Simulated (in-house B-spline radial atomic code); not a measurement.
# Ge⁴⁺: ionisation energy by several methods

One table from this session's results is given with a row withheld; the runs are named, their logs left out.

Method: non-relativistic, several functionals, spin-polarised; spherical all-electron atom at the radial basis limit. Code: in-house B-spline radial atomic code version 1.

## Starting point

```
element       : germanium (Z = 32)
charge        : +4
electrons     : 28
configuration : [Ar] 3d10
nucleus       : point
```

The outer shells:

[Ar] 3d10
```
[Ar] core
3d [↑↓][↑↓][↑↓][↑↓][↑↓]
```

Where spins are not typed, each open shell is filled with up spins first.

Set-up of the first run:

Settings of the run:

```ini
Z = 32
electrons = 28.0
configuration = [Ar] 3d10
hamiltonian = nr
method = optx,lyp
spin_polarised = True
```

Steps of the session up to this table: OLYP, a GGA; SCAN, a meta-GGA; LDA (VWN5); TPSS, a meta-GGA; BP86, a GGA; r2SCAN, a meta-GGA; LDA (PW92); M06-L, a meta-GGA; revTPSS, a meta-GGA.

One of the session's tables, all rows but one given; the rest of the session is left out.

| method | ΔSCF (eV) |
| --- | --- |
| LDA (VWN5) | 91.567 |
| LDA (PW92) | 91.556 |
| OLYP | 91.647 |
| BP86 | 91.266 |
| SCAN | 91.675 |
| TPSS | ? |
| r2SCAN | 91.716 |
| M06-L | 91.516 |
| revTPSS | 90.973 |

Q: Estimate the row for TPSS from the others.

**Answer.** ΔSCF (eV): 91.098. In the column «ΔSCF (eV)» it lies between revTPSS (90.973) and BP86 (91.266).

Members of this set that are not shown: 12 used exact exchange with fractional occupations of an open shell, which is unsound here.

Caveats from the session: These runs leave out relativity, which matters at this nuclear charge.
